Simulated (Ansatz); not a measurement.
# GaPNH (quintet): from Hartree-Fock to the top rungs, cc-pVDZ

An exercise on one series of results from a longer session: the logs are not shown, and one member is left open.

Computed with Ansatz 0.2.0, Gaussian basis. Level: cc-pVDZ, core rule «outside noble gas», up to 20 orbitals frozen.

To be run: UHF; CCSD(T) on ROHF; CCSD(T) on UHF; BCCD(T) on ROHF; CISD as a restricted active space (open shells left free, so some higher excitations enter); CCSDT(Q) on ROHF; CCSDT(Q) on UHF.

35 further runs of the same task are left out: 8 for a known fault of the program, 9 that didn't finish, 18 set aside as unsound or not needed. Runs told in other sessions of the task aren't counted.

## What is computed

The geometry is a PBE0/def2-TZVP stationary point (not a proven minimum) of the parent state, kept for this charge and spin. No spin-orbit coupling is included. The filled d shell of Ga may be among the frozen orbitals whatever the setting's name suggests.

4 atoms, charge 0, spin multiplicity 5.

Atoms are counted from 1 here; the program's logs count them from 0.

Bond lengths: Ga1–N3 1.927 Å, P2–N3 1.679 Å, N3–H4 1.015 Å. Angles: Ga1–N3–P2 122.2°, Ga1–N3–H4 121.1°, P2–N3–H4 116.7°.

The first run:

Input file in.yaml:

```yaml
crystal:
  periodic: [false, false, false]
  atoms:
    - {symbol: Ga, position_ang: [0.000000, 0.068058, 1.074262]}
    - {symbol: P, position_ang: [0.000000, 0.224776, -2.080757]}
    - {symbol: N, position_ang: [0.000000, -0.712125, -0.687525]}
    - {symbol: H, position_ang: [0.000000, -1.719206, -0.815467]}
basis:
  gaussian: {orbitals: cc-pVDZ}
magnetization: {spin_polarized: true, initial_magnetization: 4}
hamiltonian: {xc: hf}
output: {orbitals: {seedname: orbitals}}
```

On the command line:

```sh
$ ansatz run in.yaml --threads 1 --pin off --events-out ev --progress --plain --max-ram 2393MiB
```

Among the steps run: UHF; CCSD(T) on ROHF; CCSD(T) on UHF; BCCD(T) on ROHF; CISD as a restricted active space (open shells left free, so some higher excitations enter); CCSDT(Q) on ROHF; CCSDT(Q) on UHF.

One table of the session follows, with a row left open; its other results are not shown here.

```
   method  from RCCSDT(Q) (meV)
     ROHF               +8676.7
      UHF               +8464.4
     RMP2               +1005.0
     UMP2               +1031.1
    RCCSD                +346.8
    UCCSD                +325.2
 RCCSD(T)                 +53.4
 UCCSD(T)                 +37.5
  BCCD(T)                 +52.6
   RCCSDT                     ?
   UCCSDT                  +9.5
RCCSDT(Q)                     0
UCCSDT(Q)                 -21.4
```

Q: Estimate the row for RCCSDT from the others.

The run gave: from RCCSDT(Q) (meV): +26.6. In the column «from RCCSDT(Q) (meV)» it lies between UCCSDT (+9.5) and UCCSD(T) (+37.5).

Not comparable, so not listed: CISD as a restricted active space (open shells left free, so some higher excitations enter) (they don't share determinant, frozen orbitals or solution with the rows shown, or repeat one).

To keep in mind: Restricted and unrestricted rows rest on different reference determinants; a gap between their highest levels can come from leftover correlation error, from unlike frozen cores or from another state.
